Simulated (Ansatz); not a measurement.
**CsPbBr3: the cell at several levels of theory**

The task here is to estimate one member of a computed series from the others.

Program: Ansatz 0.2.0. PAW datasets, plane waves, zero pressure. (Simulation; spin polarisation is off.)

## Starting point

This is the cell as the run starts from it, not yet at rest; its lengths are not the crystal's.

The symmetry is Pm-3m (No. 221, cubic); conventional cell a = 5.404 Å, 31.56 Å³ an atom. Around Cs lie 12 Br at 3.82 Å; around Pb lie 6 Br at 2.70 Å; around Br lie 2 Pb at 2.70 Å and 4 Cs at 3.82 Å.

The structure in full:

```cif
data_structure
_symmetry_space_group_name_H-M 'P 1'
_symmetry_Int_Tables_number 1
_cell_length_a 5.4039
_cell_length_b 5.4039
_cell_length_c 5.4039
_cell_angle_alpha 90.000
_cell_angle_beta 90.000
_cell_angle_gamma 90.000
_cell_volume 157.81
loop_
_atom_site_label
_atom_site_type_symbol
_atom_site_fract_x
_atom_site_fract_y
_atom_site_fract_z
_atom_site_occupancy
Cs1 Cs 0.00000 0.00000 0.00000 1
Pb1 Pb 0.50000 0.50000 0.50000 1
Br1 Br 0.50000 0.50000 0.00000 1
Br2 Br 0.50000 0.00000 0.50000 1
Br3 Br 0.00000 0.50000 0.50000 1
```

Set-up of the first run:

input.yaml

```yaml
crystal:
  lattice:
    - [5.40393014, 0.0, 0.0]
    - [0.0, 5.40393014, 0.0]
    - [0.0, 0.0, 5.40393014]
  atoms:
    - { symbol: Cs, position: [0.0, 0.0, 0.0] }
    - { symbol: Pb, position: [0.5, 0.5, 0.5] }
    - { symbol: Br, position: [0.5, 0.5, 0.0] }
    - { symbol: Br, position: [0.5, 0.0, 0.5] }
    - { symbol: Br, position: [0.0, 0.5, 0.5] }
kpoints:
  mp_grid: { grid: [4, 4, 4] }
hamiltonian:
  xc: pbe
scf:
  occupations: { method: fermi_dirac, width: 0.02 }
relax:
  f_tol: 0.005
  cell: {}
```

On the command line:

```sh
> ansatz run input.yaml --threads 4 --pin off --max-ram 7372MiB --backend cpu --events-out ev --progress --plain --runs-dir out
```

Among the steps run: Relaxation with PBE; r2SCAN: cell and atoms; Relaxation with PBEsol; Relaxing with LDA.

One of the session's tables, all rows but one given; the rest of the session is left out.

It belongs to the step «The cells side by side». 

```
 level  a (Å)  volume (Å³/atom)
   PBE      ?                 ?
r2SCAN  5.943            41.980
PBEsol  5.882            40.705
   LDA  5.784            38.696
```

Q: Estimate the row for PBE from the others.

The run gave: a (Å): 6.010; volume (Å³/atom): 43.406. In the column «a (Å)» it is the highest.

In words: The first relaxation changed the volume by +37.5 % from the start. The volume runs from LDA (least) to PBE (most), a spread of 12.2 %, or 3.9 % in length if all axes shared it alike.
